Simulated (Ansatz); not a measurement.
# AlNi3: the cost of one run

Computed with Ansatz 0.2.0 (DFT PBEsol, scalar-relativistic, plane waves, PAW, unless a step's input says otherwise).

2 further runs of the same task are left out: 2 set aside as unsound or not needed.

### Step 1. The system as given

Symmetry: Fm-3m, No. 225, cubic system. Conventional cell: a = 5.597 Å, b = 5.597 Å, c = 5.597 Å, α = 90.00°, β = 90.00°, γ = 90.00°. Al (site symmetry m-3m) is surrounded by 8 Ni at 2.42 Å. Ni (site symmetry -43m) has 4 Ni at 2.42 Å and 4 Al at 2.42 Å in its first shell of neighbours. Ni (site symmetry m-3m) has 8 Ni at 2.42 Å in its first shell of neighbours.

As a file:

```cif
data_structure
_symmetry_space_group_name_H-M 'Fm-3m'
_symmetry_Int_Tables_number 225
_cell_length_a 5.5968
_cell_length_b 5.5968
_cell_length_c 5.5968
_cell_angle_alpha 90.000
_cell_angle_beta 90.000
_cell_angle_gamma 90.000
_cell_volume 175.32
loop_
_atom_site_label
_atom_site_type_symbol
_atom_site_symmetry_multiplicity
_atom_site_Wyckoff_symbol
_atom_site_fract_x
_atom_site_fract_y
_atom_site_fract_z
_atom_site_occupancy
Al1 Al 4 b 0.50000 0.00000 0.00000 1
Ni1 Ni 8 c 0.75000 0.75000 0.25000 1
Ni2 Ni 4 a 0.00000 0.00000 0.00000 1
```

It goes back to an entry of the Materials Project, which need not be the stable form.

It is built from the cell relaxed beforehand with the same method (10.96 Å³/atom).

### Step 2. The reference: the undisturbed cell on the scan's mesh

Contents of input.yaml:

```yaml
crystal:
  lattice:
    - [2.7984078505, -2.7984078505, 0.0]
    - [2.7984078505, 0.0, -2.7984078505]
    - [5.596815701, 5.596815701, 5.596815701]
  atoms:
    - { symbol: Al, position: [0.6666666667, 0.6666666667, 0.8333333333] }
    - { symbol: Al, position: [1.0, 0.0, 0.5] }
    - { symbol: Al, position: [0.3333333333, 0.3333333333, 0.1666666667] }
    - { symbol: Ni, position: [0.6666666667, 0.6666666667, 0.5833333333] }
    - { symbol: Ni, position: [1.0, 0.0, 0.25] }
    - { symbol: Ni, position: [0.3333333333, 0.3333333333, 0.9166666667] }
    - { symbol: Ni, position: [0.3333333333, 0.3333333333, 0.6666666667] }
    - { symbol: Ni, position: [0.6666666667, 0.6666666667, 0.3333333333] }
    - { symbol: Ni, position: [0.0, 0.0, 0.0] }
    - { symbol: Ni, position: [0.6666666667, 0.6666666667, 0.0833333333] }
    - { symbol: Ni, position: [1.0, 0.0, 0.75] }
    - { symbol: Ni, position: [0.3333333333, 0.3333333333, 0.4166666667] }
basis:
  ecutwfc: 420
kpoints:
  mp_grid: { grid: [14, 14, 5] }
hamiltonian:
  xc: pbesol
scf:
  occupations: { method: gaussian, width: 0.15 }
output:
  forces: true
  stress: true
  eigenvalues: true
  write_density: true
  write_potential: true
  elf: true
  volumetric_format: npy
```

Run with:

```sh
> ansatz run input.yaml --threads 2 --pin off --max-ram 5120MiB --backend cpu --events-out ev --progress --plain --runs-dir out
```

Q: Estimate wall time and peak memory on 2 threads of Arm Neoverse V2, shared host.

About 50 s, with a peak of 1.2 GiB.
